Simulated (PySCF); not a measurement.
**SiBr⁺ at other levels of theory**

Aim: see what other levels and later steps give for SiBr⁺.

Program: PySCF 2.14.0. Level of theory: each script names its method and basis. These are calculated values, not measurements.

## 1. The starting structure

SiBr⁺: 2 atoms, charge 1, spin multiplicity 1.

Bond lengths: Si1–Br2 2.213 Å.

## 2. The run that the others are compared with

input.py

```python
from pyscf import gto, scf

mol = gto.M(
    atom='Si 0 0 0; Br 0 0 2.213',
    basis='def2-svp',
    charge=1,
    spin=0,
    verbose=3,
)
mf = scf.UHF(mol)
mf.kernel()
mf.stability(internal=True, external=True)
mf.dip_moment()
print('orbital energies (hartree):', [e[max(0, n-3):n+3].round(4) for e, n in zip(mf.mo_energy, mol.nelec)])
```

On the command line:

```sh
> python input.py
```

## 3. MP2

Edit 1 changes step after the SCF: stability → mp2; frozen orbitals: none → 14.

Changes to input.py since step 2:

```diff
@@ -1,2 +1,2 @@
-from pyscf import gto, scf
+from pyscf import gto, scf, mp
 
@@ -11,3 +11,3 @@
 mf.kernel()
-mf.stability(internal=True, external=True)
+mp.MP2(mf, frozen=14).kernel()
 mf.dip_moment()
```

## 4. CASCI (ROHF)

Edit 2 changes step after the SCF: stability → casci; SCF type: UHF → ROHF; active space: none → 4 electrons in 4 orbitals.

input.py

```python
from pyscf import gto, scf, mcscf

mol = gto.M(
    atom='Si 0 0 0; Br 0 0 2.213',
    basis='def2-svp',
    charge=1,
    spin=0,
    verbose=3,
)
mf = scf.ROHF(mol)
mf.kernel()
mc = mcscf.CASCI(mf, 4, 4)
mc.kernel()
mc.analyze()
mf.dip_moment()
print('orbital energies (hartree):', mf.mo_energy[..., max(0, mol.nelec[1]-3):mol.nelec[0]+3].round(4))
```

## 5. CASSCF (ROHF)

Edit 3 changes step after the SCF: stability → casscf; SCF type: UHF → ROHF; active space: none → 4 electrons in 5 orbitals.

input.py

```python
from pyscf import gto, scf, mcscf

mol = gto.M(
    atom='Si 0 0 0; Br 0 0 2.213',
    basis='def2-svp',
    charge=1,
    spin=0,
    verbose=3,
)
mf = scf.ROHF(mol)
mf.kernel()
mc = mcscf.CASSCF(mf, 5, 4)
mc.kernel()
mc.analyze()
mf.dip_moment()
print('orbital energies (hartree):', mf.mo_energy[..., max(0, mol.nelec[1]-3):mol.nelec[0]+3].round(4))
```

## 6. Polarisability

Edit 4 changes step after the SCF: stability → polarizability.

Changes to input.py since step 2:

```diff
@@ -1,2 +1,3 @@
 from pyscf import gto, scf
+from pyscf.prop.polarizability import uhf as pol
 
@@ -11,3 +12,4 @@
 mf.kernel()
-mf.stability(internal=True, external=True)
+print('polarizability (a.u.)')
+print(pol.Polarizability(mf).polarizability().round(4))
 mf.dip_moment()
```

Q: Predict the outcome of this session. Wanted: for each run, E(SCF); from base; gap; after the SCF.

As calculated:

```csv
run,E(SCF) (hartree),from base (eV),gap (eV),after the SCF
base,-2860.662894,0,11.58,stable
MP2,-2860.662894,0.0000,11.58,"MP2 correlation -7.924 eV, core frozen"
CASCI (ROHF),-2860.662894,0.0000,n/a,CASCI correlation -0.167 eV
CASSCF (ROHF),-2860.662894,0.0000,n/a,CASSCF correlation -1.051 eV
polarisability,-2860.662894,0.0000,11.58,mean α 34.7 bohr³
```

In words: Total energies from different bases, Hamiltonians or methods carry different errors, so properties are taken as differences within one set-up.
